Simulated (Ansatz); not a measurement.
**Si2W: properties at the relaxed cell**

One table from this session's results is given with a row withheld; the runs are named, their logs left out.

Program: Ansatz 0.2.0. Level of theory: DFT PBE, scalar-relativistic, plane waves, PAW. These are calculated values, not measurements.

1 further run of the same task is left out (set aside as unsound or not needed).

**Starting point**

Symmetry: I4/mmm, No. 139, tetragonal system. The conventional cell has a = 3.229 Å, b = 3.229 Å, c = 7.867 Å, α = 90.00°, β = 90.00°, γ = 90.00°. Si (site symmetry 4mm) is surrounded by 5 Si at 2.60 to 2.64 Å and 5 W at 2.63 Å. W (site symmetry 4/mmm) has 10 Si at 2.63 Å as nearest neighbours.

Structure file:

```
Si W
1.0
    -1.61453    1.61453    3.93355
     1.61453   -1.61453    3.93355
     1.61453    1.61453   -3.93355
Si W
2 1
Direct
  0.33456 0.33456 0.00000
  0.66544 0.66544 0.00000
  0.00000 0.00000 0.00000
```

It is the result of an earlier relaxation at this level (volume 13.67 Å³/atom; gap on the mesh: none (metal)).

Set-up of the first run:

input.yaml

```yaml
crystal:
  lattice:
    - [-1.5982204075, 1.5982204075, 3.8938134065]
    - [1.5982204075, -1.5982204075, 3.8938134065]
    - [1.5982204075, 1.5982204075, -3.8938134065]
  atoms:
    - { symbol: Si, position: [0.3345578121, 0.3345578121, 0.0] }
    - { symbol: Si, position: [0.6654421879, 0.6654421879, 0.0] }
    - { symbol: W, position: [0.0, 0.0, 0.0] }
basis:
  ecutwfc: 420
kpoints:
  mp_grid: { grid: [18, 18, 18] }
hamiltonian:
  xc: pbe
scf:
  occupations: { method: gaussian, width: 0.1 }
output:
  forces: true
  stress: true
  eigenvalues: true
relax:
  adjacent_minimum: "off"
  f_tol: 0.01
  max_steps: 30
  cell: { stress_tol: 0.1, fix: [volume] }
```

On the command line:

```sh
ansatz run input.yaml --threads 1 --pin off --max-ram 2560MiB --backend cpu --events-out ev --progress --plain --runs-dir out
```

Steps of the session up to this table: The cell scaled to 0.97 of its volume; The cell scaled to 1.03 of its volume; Point at V/V0 = 0.94; Point at V/V0 = 1.06; Volume × 0.91; The cell scaled to 1.10 of its volume; The cell scaled to 0.88 of its volume.

One table of the session follows, with a row left open; its other results are not shown here.

It belongs to the step «Fit of the equation of state». 

```
volume (Å³/atom)  energy above the lowest point (meV/atom)  pressure (GPa)
          12.031                                     167.8           36.69
          12.441                                         ?               ?
          12.851                                      37.4           15.41
          13.261                                       8.8            7.09
          13.671                                       0.0            0.01
          14.082                                       7.9           -6.00
          14.492                                      30.0          -11.10
          15.039                                      77.8          -16.70
```

Q: Estimate the row for volume (Å³/atom) = 12.441 from the others.

Worked estimate for «energy above the lowest point (meV/atom)». A straight line through the neighbours (12.031, 167.8) and (12.851, 37.4) gives 167.8 + (37.4 − 167.8) × (12.441 − 12.031) / (12.851 − 12.031) = 102.6; a parabola fitted to 3 rows on both sides gives 90.4.

The run gave: energy above the lowest point (meV/atom): 89.0; pressure (GPa): 25.19. In «energy above the lowest point (meV/atom)» the line misses by +13.6 and the parabola by +1.4.
